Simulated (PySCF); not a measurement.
**FeF6: relaxation and vibrations of the triplet**

The task is one start of a wider search on FeF6: the triplet, from a octahedral start. It is relaxed, tested by its Hessian and followed downhill if it is a saddle.

Computed with PySCF 2.14.0. Level: PBE0, basis Fe def2-TZVP, F def2-TZVP, no relativity, density fitting.

## (1) Starting geometry

7 atoms, charge 0, spin multiplicity 3.

Bond lengths: Fe1–F2 1.800 Å, Fe1–F3 1.800 Å, Fe1–F4 1.800 Å, Fe1–F5 1.800 Å, Fe1–F6 1.800 Å, Fe1–F7 1.800 Å. Angles: F2–Fe1–F3 180.0°, F2–Fe1–F4 90.0°, F2–Fe1–F5 90.0°, F2–Fe1–F6 90.0°, F2–Fe1–F7 90.0°, F3–Fe1–F4 90.0°, F3–Fe1–F5 90.0°, F3–Fe1–F6 90.0°, F3–Fe1–F7 90.0°, F4–Fe1–F5 90.0°, F4–Fe1–F6 180.0°, F4–Fe1–F7 90.0°, F5–Fe1–F6 90.0°, F5–Fe1–F7 180.0°, F6–Fe1–F7 90.0°.

```xyz
7
charge 0 multiplicity 3
Fe    0.0000    0.0000    0.0000
F     0.0000    0.0000    1.8000
F     0.0000    0.0000   -1.8000
F     1.8000    0.0000    0.0000
F     0.0000    1.8000    0.0000
F    -1.8000    0.0000    0.0000
F     0.0000   -1.8000    0.0000
```

## (2) The SCF at the typed geometry

The steps below are one call of a driver around PySCF. For each, scf.py gives the equivalent set-up of the SCF; relaxations use the driver's own optimiser. After this first run the driver tries any further starts and a stability analysis.

The input, scf.py:

```python
from pyscf import gto, scf, dft
mol = gto.M(atom='''
Fe     0.000000     0.000000     0.000000
F      0.000000     0.000000     1.800000
F      0.000000     0.000000    -1.800000
F      1.800000     0.000000     0.000000
F      0.000000     1.800000     0.000000
F     -1.800000     0.000000     0.000000
F     -0.000000    -1.800000     0.000000''',
    basis={'Fe': 'def2-TZVP', 'F': 'def2-TZVP'},
    charge=0, spin=2)
mf = dft.UKS(mol, xc='PBE0')
mf.grids.atom_grid = (50, 194)
aux = {'Fe': 'def2-universal-JKFIT', 'F': 'def2-universal-JKFIT'}
mf = mf.density_fit(auxbasis=aux)
mf.conv_tol = 1e-08
mf.diis_space = 10
mf.max_cycle = 60
mf.init_guess = 'minao'
mf.verbose = 4
mf.kernel()
```

Run with:

```console
$ OMP_NUM_THREADS=4 python axn.py task.json out
```

After this run come: Relaxation: octahedral start, triplet; Relaxing without the symmetry constraint; Frequencies.

**Question.** What will these runs give? Wanted: minimum; geometry; wavenumbers; dipole moment; highest occupied, lowest empty level; polar-tensor charge of Fe1; zero-point energy; atomisation energy; ⟨S²⟩.

The runs gave:

```
                                          quantity                                                                                                                                                             value
                                           minimum                                                                                                                                     broken-symmetry (Ms = 1), C2v
                                          geometry  Fe–F 1.682 Å (×2), Fe–F 1.705 Å (×2), Fe–F 1.877 Å (×2); F–Fe–F 61.5°, F–Fe–F 87.7° (×4), F–Fe–F 91.7° (×4), F–Fe–F 99.2°, F–Fe–F 99.6° (×2), F–Fe–F 161.2° (×2)
                                wavenumbers (cm⁻¹)              143 (b1), 222 (a1), 230 (a2), 289 (b1), 298 (a1), 299 (b2), 304 (b1), 316 (a2), 339 (b2), 382 (a1), 540 (a1), 644 (a1), 727 (b1), 747 (a1), 784 (b2)
                                     dipole moment                                                                                                                                                            0.09 D
highest occupied, lowest empty level (either spin)                                                                                                                                                  -12.28, -7.97 eV
                        polar-tensor charge of Fe1                                                                                                                                                           +2.03 e
                                 zero-point energy                                                                                                                                                       37.5 kJ/mol
                               entropy at 298.15 K                                                                                                                                                   366.3 J/(mol K)
         atomisation energy (no zero-point energy)                                                                                                                                                       1588 kJ/mol
                                              ⟨S²⟩                                                                                                                                                             3.089
```

**Reading.** From Oh at the start the molecule goes to a C2v minimum. The determinant is spin-contaminated (⟨S²⟩ = 3.09 against 2.00), so it is no pure spin state. The strongest infrared band lies at 784 cm⁻¹ (b2, stretch). The first SCF alone would have been 72 kJ/mol too high. Other starts or spin states, not run here, may lie lower. One determinant may miss the lowest occupation of an open d or f shell.
